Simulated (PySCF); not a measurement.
# Cl4Ge2Se2 (cyclo-(Cl2GeSe)2): the cost of one run

The runs use PySCF 2.14.0, with density-fitted response routines of our own; the level of theory stands in each step. All values are computed, except where a source is named. Atoms are numbered from 0 throughout.

### Step 1. The starting structure

8 atoms, charge 0, multiplicity 1; geometry from: GFN2-xTB. The atoms were then displaced at random by about 0.03 Å, so the start is not that level's minimum.

Bonds of the start (Å): Ge0–Cl1 2.07, Ge0–Cl2 2.26, Ge0–Se3 2.53, Ge0–Se7 2.45, Se3–Ge4 2.46, Ge4–Cl5 2.14, Ge4–Cl6 2.15, Ge4–Se7 2.38.

### Step 2. Optimising the geometry at PBE0-D3(BJ)/def2-SVP

The job: settings as JSON, then the geometry in Å.

```
{"job": {"xc": "PBE0", "basis": "def2-SVP", "d3": "d3bj", "grid": 1, "maxiter": 40, "shake": 0.03, "kind": "geom"}, "charge": 0, "multiplicity": 1}
Ge    -1.132260    -0.396050     1.002670
Cl    -1.323540    -1.978650     2.325640
Cl    -3.055030     0.771860     1.233320
Se     0.914710     1.055360     1.309300
Ge     1.182170     0.305020    -1.023040
Cl     1.332740     1.964940    -2.361890
Cl     3.007110    -0.810490    -1.219900
Se    -0.787670    -0.997650    -1.349810
```

Started as:

```
> OMP_NUM_THREADS=1 python probes_run.py task.json out
```

This one command runs all jobs of the session in turn.

**Question.** How long does this first job take on 1 thread of Intel Xeon Platinum 8488C, shared host, and how much memory does it need?

About 4.3 min, with a peak of 1.6 GiB.
